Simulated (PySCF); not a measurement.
# MgOSiH4 in PySCF: settings compared

The runs below take MgOSiH4 through atomic charges, with PBE, BHandHLYP+D4, BP86+D4, M06-2X+D3.

All numbers are computed with PySCF 2.14.0; they aren't measurements. Logs are shortened: lines on timing, memory, paths and dates and some standing lists are left out, and cuts for length are marked.

## Step 1: The cell of the first run

The cell holds a molecule in a box, 7 atoms: a = 15.000 Å, b = 12.000 Å, c = 12.000 Å, α = 90.00°, β = 90.00°, γ = 90.00°.

## Step 2: Atomic charges, PBE (atoms moved at random, drawn with an rms of 0.05 Å)

The input, run.py:

```python
import json
import numpy as np
from pyscf.pbc import gto, scf, dft, df

cell = gto.Cell()
cell.basis = 'pob-tzvp-rev2'
cell.fromfile('MgSiH4O.xyz')
cell.exp_to_discard = 0
cell.precision = 1e-08
cell.max_memory = 2520  # MB
cell.verbose = 4
cell.build()

res = {}
kpts = cell.make_kpts([1, 1, 1])
mf = dft.KRKS(cell, kpts, xc='pbe')
mf = mf.density_fit()
mf.with_df._cderi_to_save = 'cderi.h5'
mf.with_df.build(j_only=False)
mf.conv_tol = 1e-07
mf.max_cycle = 60

mf.kernel()
res.update(converged=bool(mf.converged), e_tot=mf.e_tot, nelec=cell.nelectron, nao=cell.nao, mesh=list(map(int, cell.mesh)), a=cell.lattice_vectors().tolist(), coords=cell.atom_coords().tolist(),
           mo_energy=[np.real(x).tolist() for x in mf.mo_energy], mo_occ=[np.real(x).tolist() for x in mf.mo_occ])
res.update(kpts=cell.get_scaled_kpts(kpts).tolist())
res['parts'] = {k: float(np.real(v)) for k, v in mf.scf_summary.items() if np.isscalar(v)}
json.dump(res, open('results.json', 'w'))
if not mf.converged:
    raise SystemExit('SCF not converged')

print('levels (eV)')
for i, kp in enumerate(res['kpts'][:40]):
    print('k %7.4f %7.4f %7.4f  ' % tuple(kp), ' '.join('%.3f' % (x * 27.211386) for x in res['mo_energy'][i][:24]))

# Mulliken populations
dm, s = np.asarray(mf.make_rdm1()), np.asarray(mf.get_ovlp())
sites = cell.aoslice_by_atom()[:, 2:]
tot = np.einsum('kij,kji->i', dm, s).real / len(kpts)
res['mulliken'] = [cell.atom_charge(i) - tot[a0:a1].sum() for i, (a0, a1) in enumerate(sites)]
print('Mulliken charges', np.round(res['mulliken'], 5))
res['meta_lowdin'] = mf.mulliken_meta()[1].tolist()

# density on a uniform mesh
grids = dft.gen_grid.UniformGrids(cell)
grids.mesh = [77, 61, 61]
grids.build()
ni = dft.numint.KNumInt()
rho = [ni.get_rho(cell, x, grids, kpts) for x in [dm]]
np.save('rho.npy', np.reshape(rho, (-1, *grids.mesh)))
res['done'] = True
json.dump(res, open('results.json', 'w'))
```

The input, MgSiH4O.xyz:

```xyz
7
Lattice="15.0000000000 0.0000000000 0.0000000000 0.0000000000 12.0000000000 0.0000000000 0.0000000000 0.0000000000 12.0000000000" Properties=species:S:1:pos:R:3 pbc="T T T"
Mg     6.2641650000      5.1592920000      5.3317680000
O      7.9569450000      5.7488640000      5.7179040000
Si     9.4220100000      6.3570480000      6.1339080000
H      4.7306100000      4.5688680000      4.9172280000
H     10.1367300000      6.8232240000      4.9416600000
H      9.3321750000      7.4816520000      7.1684880000
H     10.2490350000      5.2252920000      6.7684080000
```

Potentials or basis: pob-tzvp-rev2 (all-electron).

The run is started by

```bash
OMP_NUM_THREADS=2 python -u run.py > log
```

Output:

```text
Discarded 0 diffused primitive functions, 0 contracted functions

******** <class 'pyscf.pbc.df.df.GDF'> ********
auxbasis = None
exp_to_discard = 0
len(kpts) = 1
ETB for Si: l = 0, exps = 0.2921525 * 2^n , n = 0..15
ETB for Si: l = 1, exps = 0.2805234129552291 * 2^n , n = 0..13
ETB for Si: l = 2, exps = 0.26935722 * 2^n , n = 0..11
ETB for Si: l = 3, exps = 0.40694678208261237 * 2^n , n = 0..5
ETB for Si: l = 4, exps = 0.61481806 * 2^n , n = 0..0
ETB for O: l = 0, exps = 0.71317402 * 2^n , n = 0..13
ETB for O: l = 1, exps = 0.514889491103639 * 2^n , n = 0..10
ETB for O: l = 2, exps = 0.37173422 * 2^n , n = 0..8
ETB for O: l = 3, exps = 0.5806330875778414 * 2^n , n = 0..4
ETB for O: l = 4, exps = 0.90692426 * 2^n , n = 0..0
ETB for Mg: l = 0, exps = 0.29013774 * 2^n , n = 0..14
ETB for Mg: l = 1, exps = 0.33041312248991683 * 2^n , n = 0..12
ETB for Mg: l = 2, exps = 0.37627932 * 2^n , n = 0..9
ETB for Mg: l = 3, exps = 0.4700173139431619 * 2^n , n = 0..4
ETB for Mg: l = 4, exps = 0.58710714 * 2^n , n = 0..0
ETB for H: l = 0, exps = 0.3590222 * 2^n , n = 0..7
ETB for H: l = 1, exps = 0.5991846126195165 * 2^n , n = 0..3
ETB for H: l = 2, exps = 1.0 * 2^n , n = 0..0

WARN: Even tempered Gaussians are generated as DF auxbasis for  Mg O Si H

Drop 0 primitive fitting functions
make aux basis, num shells = 185, num cGTOs = 553
auxcell.rcut 12.950753026619454

******** <class 'pyscf.pbc.df.rsdf_builder._RSGDFBuilder'> ********
mesh = [37 29 29] (31117 PWs)
ke_cutoff = 7.523598068172747
omega = 0.3350493263269927
exclude_d_aux = True
exclude_dd_block = True
j2c_eig_always = False
has_long_range = True

******** <class 'pyscf.pbc.dft.krks.KRKS'> ********
method = KRKS
initial guess = minao
damping factor = 0
level_shift factor = 0
DIIS = <class 'pyscf.scf.diis.CDIIS'>
diis_start_cycle = 1
diis_space = 8
diis_damp = 0
SCF conv_tol = 1e-07
SCF conv_tol_grad = None
SCF max_cycles = 60
direct_scf = True
direct_scf_tol = 1e-13

******** PBC SCF flags ********
N kpts = 1
Exchange divergence treatment (exxdiv) = ewald
    madelung (= occupied orbital energy shift) = 0.11412921461393172
    Total energy shift due to Ewald probe charge = -1/2 * Nelec*madelung = -2.16845507766
DF object = <pyscf.pbc.df.df.GDF object>
XC functionals = pbe
small_rho_cutoff = 0
radial grids:
    Treutler-Ahlrichs [JCP 102, 346 (1995); DOI:10.1063/1.469408] (M4) radial grids

becke partition: Becke, JCP 88, 2547 (1988); DOI:10.1063/1.454033
pruning grids: <function nwchem_prune>
grids dens level: 3
symmetrized grids: False
atomic radii adjust function: <function treutler_atomic_radii_adjust>
Set gradient conv threshold to 0.000316228

******** <class 'pyscf.pbc.df.rsdf_builder._RSNucBuilder'> ********
mesh = [53 43 43] (97997 PWs)
ke_cutoff = 16.60719116435846
omega = 0.5126868946495818
exclude_d_aux = False
exclude_dd_block = True
j2c_eig_always = False
has_long_range = True
tot grids = 91056
cell vol = 14576.4025  sum(weights) = 14748.8865
nelec by numeric integration = 37.999998216614074
init E= -568.209796315943
  HOMO = -0.260775218261  LUMO = -0.000969061888853  gap/eV = 7.06969
nelec by numeric integration = 37.99999786016574
cycle= 1 E= -566.697889212349  delta_E= 1.51  |g|= 1.05  |ddm|= 15.9
  HOMO = -0.0388108121356  LUMO = 0.0451349650689  gap/eV = 2.28428
nelec by numeric integration = 37.99999810473041
cycle= 2 E= -565.554270406534  delta_E= 1.14  |g|= 2.49  |ddm|= 2.19
  HOMO = -0.19880037624  LUMO = 0.0052762025277  gap/eV = 5.55321
nelec by numeric integration = 37.9999980255619
cycle= 3 E= -566.861717933799  delta_E= -1.31  |g|= 0.322  |ddm|= 1.86
  HOMO = -0.205779098861  LUMO = 0.0195941367201  gap/eV = 6.13272
nelec by numeric integration = 37.9999979636049
cycle= 4 E= -566.885334892144  delta_E= -0.0236  |g|= 0.0741  |ddm|= 0.408
  HOMO = -0.209502684568  LUMO = 0.0165872882993  gap/eV = 6.15222
nelec by numeric integration = 37.99999797056758
cycle= 5 E= -566.886754711854  delta_E= -0.00142  |g|= 0.0112  |ddm|= 0.106
  HOMO = -0.209373462851  LUMO = 0.0167934644061  gap/eV = 6.15432
nelec by numeric integration = 37.99999797171638
cycle= 6 E= -566.886786092287  delta_E= -3.14e-05  |g|= 0.00237  |ddm|= 0.0142
  HOMO = -0.209627571958  LUMO = 0.016795826967  gap/eV = 6.16129
nelec by numeric integration = 37.99999797146016
cycle= 7 E= -566.886787352359  delta_E= -1.26e-06  |g|= 0.000331  |ddm|= 0.00241
  HOMO = -0.209690925654  LUMO = 0.0167805135544  gap/eV = 6.16260
nelec by numeric integration = 37.999997971475004
cycle= 8 E= -566.886787381823  delta_E= -2.95e-08  |g|= 9.96e-05  |ddm|= 0.000463
  HOMO = -0.209684159972  LUMO = 0.0167749527514  gap/eV = 6.16227
nelec by numeric integration = 37.99999797147426
Extra cycle  E= -566.886787381344  delta_E= 4.78e-10  |g|= 0.000121  |ddm|= 0.000221
converged SCF energy = -566.886787381344
levels (eV)
k  0.0000  0.0000  0.0000   -1778.510 -1257.353 -508.228 -136.891 -93.594 -93.561 -93.554 -79.297 -46.502 -46.502 -46.200 -21.931 -11.900 -8.694 -7.939 -7.749 -5.973 -5.820 -5.706 0.456 2.067 2.414 2.517 3.025
Mulliken charges [ 1.05143 -0.81557  0.62653 -0.44616 -0.13869 -0.13908 -0.13847]
 ** Mulliken pop on meta-lowdin orthogonal AOs **
 ** Mulliken pop  **
pop of  0 Mg 1s           1.99998
pop of  0 Mg 2s           1.99957
pop of  0 Mg 3s           0.61451
pop of  0 Mg 4s           0.00421
pop of  0 Mg 5s           0.00082
pop of  0 Mg 2px          1.99984
pop of  0 Mg 2py          1.99968
pop of  0 Mg 2pz          1.99966
pop of  0 Mg 3px          0.01835
pop of  0 Mg 3py          0.01463
pop of  0 Mg 3pz          0.01418
pop of  0 Mg 4px          0.00555
pop of  0 Mg 4py          0.00193
pop of  0 Mg 4pz          0.00160
pop of  0 Mg 3dxy         0.00265
pop of  0 Mg 3dyz         0.00047
pop of  0 Mg 3dz^2        0.00090
pop of  0 Mg 3dxz         0.00270
pop of  0 Mg 3dx2-y2      0.00229
pop of  1 O 1s            1.99993
pop of  1 O 2s            1.70647
pop of  1 O 3s            0.00174
pop of  1 O 4s            0.00038
pop of  1 O 2px           1.66623
pop of  1 O 2py           1.82521
pop of  1 O 2pz           1.84653
pop of  1 O 3px           0.00919
pop of  1 O 3py           0.01541
pop of  1 O 3pz           0.01582
pop of  1 O 4px           0.00122
pop of  1 O 4py           0.00027
pop of  1 O 4pz           0.00018
pop of  1 O 3dxy          0.00162
pop of  1 O 3dyz          0.00020
pop of  1 O 3dz^2         0.00084
pop of  1 O 3dxz          0.00076
pop of  1 O 3dx2-y2       0.00154
pop of  2 Si 1s           1.99998
pop of  2 Si 2s           1.99950
pop of  2 Si 3s           1.06313
pop of  2 Si 4s           0.00174
pop of  2 Si 5s           0.00184
pop of  2 Si 2px          1.99981
pop of  2 Si 2py          1.99981
pop of  2 Si 2pz          1.99981
pop of  2 Si 3px          0.56645
pop of  2 Si 3py          0.81406
pop of  2 Si 3pz          0.83559
pop of  2 Si 4px          0.00634
pop of  2 Si 4py          0.00467
pop of  2 Si 4pz          0.00515
pop of  2 Si 5px          0.00499
pop of  2 Si 5py          0.00334
pop of  2 Si 5pz          0.00363
pop of  2 Si 3dxy         0.00981
pop of  2 Si 3dyz         0.00809
pop of  2 Si 3dz^2        0.00360
pop of  2 Si 3dxz         0.01118
pop of  2 Si 3dx2-y2      0.00756
pop of  3 H 1s            1.48617
pop of  3 H 2s            0.01125
pop of  3 H 3s            0.00809
pop of  3 H 2px           0.00352
pop of  3 H 2py           0.00055
pop of  3 H 2pz           0.00029
pop of  4 H 1s            1.11042
pop of  4 H 2s            0.00190
pop of  4 H 3s            0.00117
pop of  4 H 2px           0.00125
pop of  4 H 2py           0.00059
pop of  4 H 2pz           0.00428
pop of  5 H 1s            1.11308
pop of  5 H 2s            0.00128
pop of  5 H 3s            0.00117
pop of  5 H 2px           0.00027
pop of  5 H 2py           0.00248
pop of  5 H 2pz           0.00230
pop of  6 H 1s            1.11568
pop of  6 H 2s            0.00118
pop of  6 H 3s            0.00110
pop of  6 H 2px           0.00110
pop of  6 H 2py           0.00294
pop of  6 H 2pz           0.00080
 ** Mulliken atomic charges  **
charge of    0Mg =      1.31648
charge of    1O =     -1.09355
charge of    2Si =      0.64993
charge of    3H =     -0.50986
charge of    4H =     -0.11960
charge of    5H =     -0.12058
charge of    6H =     -0.12281
```

Run time: 38 s. Hardware: 2 threads of Intel Xeon at 2.70GHz, shared host; peak memory 1.9 GiB.

What came out:

| Property | Result |
| --- | --- |
| Free energy | -15425.7753 eV |
| Gap between the frontier levels | 6.16 eV |
| Meta-löwdin charges | Mg +1.32; O -1.09; Si +0.65; H -0.51, -0.12 e |

Caveat: this is a molecule in a periodic box at the Γ point, so its band gap is the HOMO-LUMO gap; population charges move with the basis; the basis of atomic orbitals isn't converged, which shifts pressures, moduli and gaps.

## Step 3: Atomic charges, BHandHLYP+D4 (atoms moved at random, drawn with an rms of 0.05 Å)

run.py, as its differences from that of step 2:

```diff
@@ -14,7 +14,11 @@
 res = {}
+from pyscf.dispersion import dftd4
+d = dftd4.DFTD4Dispersion(cell, xc='bhlyp', atm=True).get_dispersion(grad=True)
+print('dispersion energy = %.10f' % d['energy'])
+res['e_disp'] = float(d['energy'])
+
 kpts = cell.make_kpts([1, 1, 1])
-mf = dft.KRKS(cell, kpts, xc='pbe')
+mf = dft.KRKS(cell, kpts, xc='bhandhlyp', exxdiv='ewald')
 mf = mf.density_fit()
-mf.with_df._cderi_to_save = 'cderi.h5'
-mf.with_df.build(j_only=False)
+mf.with_df._cderi = 'cderi.h5'  # three-centre integrals saved by an earlier run on this cell, basis and mesh
 mf.conv_tol = 1e-07
@@ -42,10 +46,2 @@
 res['meta_lowdin'] = mf.mulliken_meta()[1].tolist()
-
-# density on a uniform mesh
-grids = dft.gen_grid.UniformGrids(cell)
-grids.mesh = [77, 61, 61]
-grids.build()
-ni = dft.numint.KNumInt()
-rho = [ni.get_rho(cell, x, grids, kpts) for x in [dm]]
-np.save('rho.npy', np.reshape(rho, (-1, *grids.mesh)))
 res['done'] = True
```

MgSiH4O.xyz is that of step 2.

Potentials or basis: pob-tzvp-rev2 (all-electron).

The run is started by

```bash
OMP_NUM_THREADS=2 python -u run.py > log
```

Run time: 18 s. Hardware: 2 threads of Intel Xeon at 2.70GHz, shared host; peak memory 1.9 GiB.

The run converged. Its results:

```
Free energy                     : -15435.0936 eV
Gap between the frontier levels : 10.80 eV
Meta-löwdin charges             : Mg +1.37; O -1.16; Si +0.79; H -0.54, -0.15 e
Dispersion energy per atom      : -0.021 eV
```

Levels at points of the mesh, in eV from the valence-band top:
```
           k point  band 15  band 16  band 17  band 18  band 19  band 20  band 21  band 22
(0.00, 0.00, 0.00)    -2.57    -2.38    -0.36    -0.18     0.00    10.80    12.59    12.81
```

Caveat: this is a molecule in a periodic box at the Γ point, so its band gap is the HOMO-LUMO gap; the energy listed adds the dispersion energy to the SCF energy of the log; population charges move with the basis; the basis of atomic orbitals isn't converged, which shifts pressures, moduli and gaps.

## Step 4: Atomic charges, BP86+D4 (atoms moved at random, drawn with an rms of 0.05 Å)

run.py, as its differences from that of step 3:

```diff
@@ -15,3 +15,3 @@
 from pyscf.dispersion import dftd4
-d = dftd4.DFTD4Dispersion(cell, xc='bhlyp', atm=True).get_dispersion(grad=True)
+d = dftd4.DFTD4Dispersion(cell, xc='bp86', atm=True).get_dispersion(grad=True)
 print('dispersion energy = %.10f' % d['energy'])
@@ -20,3 +20,3 @@
 kpts = cell.make_kpts([1, 1, 1])
-mf = dft.KRKS(cell, kpts, xc='bhandhlyp', exxdiv='ewald')
+mf = dft.KRKS(cell, kpts, xc='bp86')
 mf = mf.density_fit()
```

MgSiH4O.xyz is that of step 3.

The run is started by

```bash
OMP_NUM_THREADS=2 python -u run.py > log
```

It took 17 s on 2 threads of Intel Xeon at 2.70GHz, shared host; peak memory 1.9 GiB.

It converged, with:

- Free energy: -15437.1421 eV
- Gap between the frontier levels: 6.22 eV
- Meta-löwdin charges: Mg +1.32; O -1.10; Si +0.66; H -0.52, -0.12, -0.13 e
- Dispersion energy per atom: -0.022 eV

Levels at points of the mesh, in eV from the valence-band top:
| k point | band 16 | band 17 | band 18 | band 19 | band 20 | band 21 |
| --- | --- | --- | --- | --- | --- | --- |
| (0.00, 0.00, 0.00) | -2.03 | -0.23 | -0.11 | 0.00 | 6.22 | 7.81 |

Caveat: this is a molecule in a periodic box at the Γ point, so its band gap is the HOMO-LUMO gap; the energy listed adds the dispersion energy to the SCF energy of the log; population charges move with the basis; the basis of atomic orbitals isn't converged, which shifts pressures, moduli and gaps.

[end of part 1 of 2]
